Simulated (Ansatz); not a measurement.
# C2H9AlSi2: the cost of one run

All numbers below are computed with Ansatz 0.2.0 (RHF/STO-3G).

### 1 Starting point

Bond lengths: C1–Si2 1.799 Å, Si2–Al3 2.331 Å, Al3–C4 2.073 Å, Al3–Si5 2.399 Å, C4–Si5 1.876 Å, C1–H6 1.139 Å, C1–H7 1.114 Å, C1–H8 1.124 Å, Si2–H9 1.428 Å, Si2–H10 1.479 Å, C4–H11 1.050 Å, C4–H12 1.098 Å, Si5–H13 1.493 Å, Si5–H14 1.503 Å. Angles (14 of 27 angles, heavy atoms first): C1–Si2–Al3 108.4°, Si2–Al3–C4 150.6°, Si2–Al3–Si5 149.7°, C4–Al3–Si5 48.9°, Al3–C4–Si5 74.6°, Al3–Si5–C4 56.4°, C1–Si2–H9 110.0°, C1–Si2–H10 109.9°, Al3–Si2–H9 108.9°, Al3–Si2–H10 108.9°, Si2–C1–H6 113.5°, Si2–C1–H7 111.8°, Si2–C1–H8 112.2°, Al3–C4–H11 111.7°.

Coordinates:

```xyz
14

C    -2.4301    0.0043   -1.0353
Si   -1.2883   -1.3371   -0.6697
Al    0.5386   -0.4566    0.4791
C     2.5679   -0.0521    0.6056
Si    1.7154    1.4411    1.3571
H    -1.9728    0.8290   -1.6738
H    -3.3265   -0.3552   -1.5909
H    -2.7801    0.5306   -0.1054
H    -0.8279   -1.9313   -1.8835
H    -1.9511   -2.3448    0.1858
H     2.9841    0.1415   -0.3386
H     3.0808   -0.6683    1.3553
H     1.7994    2.6562    0.4938
H     1.8776    1.5133    2.8493
```

### 2 Preparing the start

File input.yaml:

```yaml
crystal:
  periodic: [false, false, false]
  atoms:
    - { symbol: C, position_ang: [-2.4301, 0.0043, -1.0353] }
    - { symbol: Si, position_ang: [-1.2883, -1.3371, -0.6697] }
    - { symbol: Al, position_ang: [0.5386, -0.4566, 0.4791] }
    - { symbol: C, position_ang: [2.5679, -0.0521, 0.6056] }
    - { symbol: Si, position_ang: [1.7154, 1.4411, 1.3571] }
    - { symbol: H, position_ang: [-1.9728, 0.829, -1.6738] }
    - { symbol: H, position_ang: [-3.3265, -0.3552, -1.5909] }
    - { symbol: H, position_ang: [-2.7801, 0.5306, -0.1054] }
    - { symbol: H, position_ang: [-0.8279, -1.9313, -1.8835] }
    - { symbol: H, position_ang: [-1.9511, -2.3448, 0.1858] }
    - { symbol: H, position_ang: [2.9841, 0.1415, -0.3386] }
    - { symbol: H, position_ang: [3.0808, -0.6683, 1.3553] }
    - { symbol: H, position_ang: [1.7994, 2.6562, 0.4938] }
    - { symbol: H, position_ang: [1.8776, 1.5133, 2.8493] }
basis:
  gaussian: { orbitals: STO-3G }
hamiltonian:
  xc: hf
relax:
  f_tol: 0.02
  max_steps: 40
scf:
  lower_state_search: "off"
```

Command:

```bash
> ansatz run input.yaml --threads 1 --pin off --max-ram 2048MiB --backend cpu --events-out ev --progress --plain --runs-dir out
```

**Question.** How long does this run take on 1 thread of Arm Neoverse V1, shared host, and how much memory does it need?

About 13 s, with a peak of 0.11 GiB.
